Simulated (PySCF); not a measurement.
# A gas-phase reaction: CH6OSi + Br2 → CH5BrOSi + BrH

Aim: the reaction energy of `C[SiH2]O` + `BrBr` → `C[SiH](O)Br` + `Br`.

Computed with PySCF 2.14.0; each step states its level. No surroundings beyond the atoms listed, unless a continuum is named. Atoms count from 0, parts from 1.

## 1. Starting point

Each species was relaxed by itself at PBE0-D3(BJ)/def2-SVPD.

## 2. Reaction energy: wB97M-D3(BJ)/def2-TZVPD

What the job is given:

```
{"job": {"kind": "react", "xc": "wB97M-D3(BJ)", "basis": "def2-TZVPD"}, "charge": 0, "multiplicity": 1}
-1 CH6OSi charge 0 multiplicity 1
C      0.614850     0.989500    -0.093430
Si    -0.610380    -0.348810     0.362920
O     -0.059740    -1.885660    -0.037660
H      0.756880     1.055360    -1.182510
H      0.246930     1.967700     0.253860
H      1.593950     0.807570     0.373130
H     -0.818670    -0.406920     1.836020
H     -1.914190    -0.073050    -0.318980
H      0.153320    -2.065410    -0.955410

-1 Br2 charge 0 multiplicity 1
Br     1.150560     0.002240     0.000130
Br    -1.150770    -0.013230     0.003280

+1 CH5BrOSi charge 0 multiplicity 1
C     -1.279250     0.134780     0.093440
Si     0.567370     0.129810     0.215540
O      1.100310    -1.345650    -0.339860
Br     1.429990     1.762570    -1.062370
H     -1.694360    -0.686740     0.696500
H     -1.597860    -0.000930    -0.949510
H     -1.687850     1.085330     0.464280
H      1.078440     0.403590     1.586240
H      2.044120    -1.486530    -0.441900

+1 BrH charge 0 multiplicity 1
Br     0.714990     0.009540    -0.001950
H     -0.708660    -0.006270     0.001310
```

With the program's defaults for keys left out, this is: wB97M-D3(BJ)/def2-TZVPD reaction energy of separated species, gas phase.

Launch:

```bash
> OMP_NUM_THREADS=1 python cluster_run.py task.json out
```

This one command runs all jobs of the session in turn.

Log:

```text
species 1 (CH6OSi)
coarse grid: 31608 points
cycle   1  E = -406.5167444805  dE =  3.118e-02  |g| = 6.714e-01  |ddm| = 2.143e+00
cycle   2  E = -406.4999835908  dE =  1.676e-02  |g| = 7.805e-01  |ddm| = 9.066e-01
cycle   3  E = -406.6014457348  dE = -1.015e-01  |g| = 4.486e-02  |ddm| = 4.263e-01
cycle   4  E = -406.6018667775  dE = -4.210e-04  |g| = 1.834e-02  |ddm| = 5.283e-02
cycle   5  E = -406.6019477105  dE = -8.093e-05  |g| = 4.141e-03  |ddm| = 2.013e-02
cycle   6  E = -406.6019526360  dE = -4.926e-06  |g| = 6.716e-04  |ddm| = 5.470e-03
final grid: 66576 points
cycle   7  E = -406.6019110034  dE = -1.879e-07  |g| = 3.356e-04  |ddm| = 4.511e-03
cycle   8  E = -406.6019110247  dE = -2.123e-08  |g| = 2.278e-04  |ddm| = 7.508e-04
cycle   9  E = -406.6019110364  dE = -1.178e-08  |g| = 4.337e-05  |ddm| = 1.798e-04
cycle  10  E = -406.6019110371  dE = -6.598e-10  |g| = 2.374e-05  |ddm| = 7.815e-05
converged SCF energy = -406.6019110371

species 2 (Br2)
coarse grid: 14664 points
cycle   1  E = -5148.2886921844  dE = -2.032e+00  |g| = 4.158e-01  |ddm| = 1.565e+00
cycle   2  E = -5148.3001174198  dE = -1.143e-02  |g| = 2.962e-01  |ddm| = 3.425e-01
cycle   3  E = -5148.3083613329  dE = -8.244e-03  |g| = 9.005e-03  |ddm| = 1.528e-01
cycle   4  E = -5148.3084058880  dE = -4.456e-05  |g| = 2.023e-03  |ddm| = 1.256e-02
cycle   5  E = -5148.3084094606  dE = -3.573e-06  |g| = 6.167e-04  |ddm| = 4.103e-03
final grid: 26152 points
cycle   6  E = -5148.3084026874  dE = -1.105e-07  |g| = 3.661e-04  |ddm| = 8.873e-04
cycle   7  E = -5148.3084027111  dE = -2.362e-08  |g| = 2.411e-04  |ddm| = 4.759e-04
cycle   8  E = -5148.3084027253  dE = -1.419e-08  |g| = 2.159e-05  |ddm| = 1.721e-04
cycle   9  E = -5148.3084027255  dE = -2.310e-10  |g| = 1.096e-05  |ddm| = 2.977e-05
converged SCF energy = -5148.3084027255

species 3 (CH5BrOSi)
coarse grid: 36464 points
cycle   1  E = -2980.1309842115  dE = -7.775e-01  |g| = 7.179e-01  |ddm| = 2.364e+00
cycle   2  E = -2980.1224960505  dE =  8.488e-03  |g| = 7.900e-01  |ddm| = 9.312e-01
cycle   3  E = -2980.2260620847  dE = -1.036e-01  |g| = 6.841e-02  |ddm| = 4.389e-01
cycle   4  E = -2980.2269295770  dE = -8.675e-04  |g| = 1.871e-02  |ddm| = 7.028e-02
cycle   5  E = -2980.2270219355  dE = -9.236e-05  |g| = 5.330e-03  |ddm| = 2.438e-02
cycle   6  E = -2980.2270297917  dE = -7.856e-06  |g| = 1.111e-03  |ddm| = 8.406e-03
final grid: 74280 points
cycle   7  E = -2980.2270050981  dE = -4.931e-07  |g| = 6.937e-04  |ddm| = 4.562e-03
cycle   8  E = -2980.2270051690  dE = -7.088e-08  |g| = 5.635e-04  |ddm| = 1.278e-03
cycle   9  E = -2980.2270052161  dE = -4.713e-08  |g| = 8.396e-05  |ddm| = 3.699e-04
cycle  10  E = -2980.2270052197  dE = -3.549e-09  |g| = 5.992e-05  |ddm| = 1.749e-04
cycle  11  E = -2980.2270052208  dE = -1.141e-09  |g| = 3.568e-06  |ddm| = 1.091e-04
cycle  12  E = -2980.2270052208  dE = -1.637e-11  |g| = 1.313e-06  |ddm| = 1.542e-05
converged SCF energy = -2980.2270052208

species 4 (BrH)
coarse grid: 9808 points
cycle   1  E = -2574.7444819707  dE = -1.115e+00  |g| = 2.814e-01  |ddm| = 9.887e-01
cycle   2  E = -2574.7574489092  dE = -1.297e-02  |g| = 1.487e-01  |ddm| = 2.655e-01
cycle   3  E = -2574.7608846682  dE = -3.436e-03  |g| = 8.656e-03  |ddm| = 8.708e-02
cycle   4  E = -2574.7609220327  dE = -3.736e-05  |g| = 2.523e-03  |ddm| = 1.268e-02
cycle   5  E = -2574.7609264630  dE = -4.430e-06  |g| = 6.498e-04  |ddm| = 4.934e-03
final grid: 18448 points
cycle   6  E = -2574.7609111351  dE = -1.922e-07  |g| = 3.885e-04  |ddm| = 9.241e-04
cycle   7  E = -2574.7609111628  dE = -2.762e-08  |g| = 2.731e-04  |ddm| = 3.938e-04
cycle   8  E = -2574.7609111698  dE = -7.084e-09  |g| = 3.378e-05  |ddm| = 1.360e-04
cycle   9  E = -2574.7609111709  dE = -1.039e-09  |g| = 1.120e-05  |ddm| = 6.292e-05
cycle  10  E = -2574.7609111709  dE = -6.094e-11  |g| = 1.704e-06  |ddm| = 1.292e-05
converged SCF energy = -2574.7609111709

Reaction energy = -49.393 kcal/mol
```

Wall time 40 s (1 thread of Arm Neoverse V1, shared host); peak memory 0.79 GiB.

Species by species (with the dispersion term, which the log's SCF energies lack):

| ν | species | energy (Eh) | HOMO (eV) |
| --- | --- | --- | --- |
| -1 | C[SiH2]O | -406.60950 | -10.86 |
| -1 | BrBr | -5148.30959 | -10.44 |
| +1 | C[SiH](O)Br | -2980.23632 | -10.54 |
| +1 | Br | -2574.76148 | -11.15 |

## 3. Energies of the species: PBE0-D3(BJ)/def2-TZVPD

Settings changed since step 2:

```diff
@@ -1,2 +1,2 @@
-{"job": {"kind": "react", "xc": "wB97M-D3(BJ)", "basis": "def2-TZVPD"}, "charge": 0, "multiplicity": 1}
+{"job": {"kind": "react", "xc": "PBE0", "basis": "def2-TZVPD", "disp": "d3bj"}, "charge": 0, "multiplicity": 1}
 -1 CH6OSi charge 0 multiplicity 1
```

Level: PBE0-D3(BJ)/def2-TZVPD reaction energy of separated species, gas phase.

Log:

```text
species 1 (CH6OSi)
coarse grid: 7520 points
cycle   1  E = -406.1836479431  dE =  2.778e-02  |g| = 7.531e-01  |ddm| = 2.248e+00
cycle   2  E = -406.0105209566  dE =  1.731e-01  |g| = 1.214e+00  |ddm| = 1.187e+00
cycle   3  E = -406.2865827935  dE = -2.761e-01  |g| = 1.108e-01  |ddm| = 7.399e-01
cycle   4  E = -406.2888802274  dE = -2.297e-03  |g| = 4.209e-02  |ddm| = 8.740e-02
cycle   5  E = -406.2893089256  dE = -4.287e-04  |g| = 5.305e-03  |ddm| = 2.921e-02
cycle   6  E = -406.2893152736  dE = -6.348e-06  |g| = 7.142e-04  |ddm| = 4.479e-03
final grid: 66576 points
cycle   7  E = -406.2852559118  dE = -2.340e-05  |g| = 6.507e-03  |ddm| = 8.674e-02
cycle   8  E = -406.2852472726  dE =  8.639e-06  |g| = 9.218e-03  |ddm| = 9.436e-03
cycle   9  E = -406.2852645066  dE = -1.723e-05  |g| = 9.220e-04  |ddm| = 5.228e-03
cycle  10  E = -406.2852646556  dE = -1.490e-07  |g| = 1.528e-04  |ddm| = 6.030e-04
cycle  11  E = -406.2852646615  dE = -5.854e-09  |g| = 2.467e-05  |ddm| = 1.522e-04
cycle  12  E = -406.2852646616  dE = -1.335e-10  |g| = 4.178e-06  |ddm| = 2.775e-05
converged SCF energy = -406.2852646616

species 2 (Br2)
coarse grid: 14664 points
cycle   1  E = -5147.6955177087  dE = -1.992e+00  |g| = 4.158e-01  |ddm| = 1.609e+00
cycle   2  E = -5147.7001487931  dE = -4.631e-03  |g| = 3.188e-01  |ddm| = 3.040e-01
cycle   3  E = -5147.7078031767  dE = -7.654e-03  |g| = 2.250e-02  |ddm| = 1.633e-01
cycle   4  E = -5147.7079142560  dE = -1.111e-04  |g| = 7.934e-03  |ddm| = 2.329e-02
cycle   5  E = -5147.7079305433  dE = -1.629e-05  |g| = 5.812e-04  |ddm| = 6.034e-03
cycle   6  E = -5147.7079306021  dE = -5.878e-08  |g| = 9.434e-05  |ddm| = 7.038e-04
final grid: 26152 points
cycle   7  E = -5147.7079425646  dE = -3.389e-09  |g| = 8.877e-05  |ddm| = 2.096e-04
cycle   8  E = -5147.7079425649  dE = -2.619e-10  |g| = 7.652e-05  |ddm| = 1.001e-04
cycle   9  E = -5147.7079425653  dE = -4.275e-10  |g| = 2.362e-06  |ddm| = 3.913e-05
converged SCF energy = -5147.7079425653

species 3 (CH5BrOSi)
coarse grid: 36464 points
cycle   1  E = -2979.5024680207  dE = -8.103e-01  |g| = 7.932e-01  |ddm| = 2.504e+00
cycle   2  E = -2979.3226262348  dE =  1.798e-01  |g| = 1.240e+00  |ddm| = 1.196e+00
cycle   3  E = -2979.6072527249  dE = -2.846e-01  |g| = 1.363e-01  |ddm| = 7.818e-01
cycle   4  E = -2979.6106173205  dE = -3.365e-03  |g| = 4.080e-02  |ddm| = 1.126e-01
cycle   5  E = -2979.6110000418  dE = -3.827e-04  |g| = 1.017e-02  |ddm| = 3.544e-02
cycle   6  E = -2979.6110203576  dE = -2.032e-05  |g| = 9.842e-04  |ddm| = 8.460e-03
cycle   7  E = -2979.6110205544  dE = -1.967e-07  |g| = 4.680e-04  |ddm| = 1.369e-03
final grid: 74280 points
cycle   8  E = -2979.6110254363  dE = -1.918e-08  |g| = 5.606e-04  |ddm| = 6.324e-03
cycle   9  E = -2979.6110253995  dE =  3.687e-08  |g| = 7.025e-04  |ddm| = 1.082e-03
cycle  10  E = -2979.6110255090  dE = -1.096e-07  |g| = 5.019e-05  |ddm| = 5.607e-04
cycle  11  E = -2979.6110255095  dE = -4.889e-10  |g| = 1.129e-05  |ddm| = 3.498e-05
converged SCF energy = -2979.6110255095

species 4 (BrH)
coarse grid: 9808 points
cycle   1  E = -2574.4494537738  dE = -1.081e+00  |g| = 2.724e-01  |ddm| = 1.042e+00
cycle   2  E = -2574.4540920100  dE = -4.638e-03  |g| = 1.699e-01  |ddm| = 2.601e-01
cycle   3  E = -2574.4588662376  dE = -4.774e-03  |g| = 3.007e-02  |ddm| = 1.194e-01
cycle   4  E = -2574.4590977078  dE = -2.315e-04  |g| = 4.156e-03  |ddm| = 2.212e-02
cycle   5  E = -2574.4591017102  dE = -4.002e-06  |g| = 1.311e-03  |ddm| = 4.270e-03
final grid: 18448 points
cycle   6  E = -2574.4591028235  dE = -7.035e-08  |g| = 1.375e-03  |ddm| = 2.024e-03
cycle   7  E = -2574.4591028378  dE = -1.433e-08  |g| = 1.399e-03  |ddm| = 1.791e-03
cycle   8  E = -2574.4591030587  dE = -2.209e-07  |g| = 5.149e-05  |ddm| = 8.398e-04
cycle   9  E = -2574.4591030594  dE = -6.698e-10  |g| = 1.026e-05  |ddm| = 4.413e-05
converged SCF energy = -2574.4591030594

Reaction energy = -48.997 kcal/mol
```

Run time: 19 s. Hardware: 1 thread of Arm Neoverse V1, shared host; peak memory 0.71 GiB.

Reaction energy at this level: -49.00 kcal/mol.

## 4. Side by side

Energies in kcal/mol, with wall time:

| run | reaction | time |
| --- | --- | --- |
| wB97M-D3(BJ)/def2-TZVPD | -49.39 | 40 s |
| PBE0-D3(BJ)/def2-TZVPD | -49.00 | 19 s |

## 5. Results

```
                                                quantity                      value
               reaction energy (wB97M-D3(BJ)/def2-TZVPD)            -49.39 kcal/mol
                     ΔH, ΔG at 298 K (xTB thermal terms)      -49.9, -49.7 kcal/mol
range of the reaction energy over the runs of this table  -49.39 to -49.00 kcal/mol
```

**Reading.** The reaction is exothermic by 49.9 kcal/mol in the gas phase; dispersion gives -0.70, and xTB itself gave -26.17 for the electronic energy (xTB energies and thermal terms come from the earlier relaxation of each species, not shown). No barrier was sought. xTB and this level differ widely in the electronic energy, so what comes from xTB (the thermal terms above all) is less safe here. The reaction energy runs from -49.39 (wB97M-D3(BJ)/def2-TZVPD) to -49.00 kcal/mol (PBE0-D3(BJ)/def2-TZVPD).
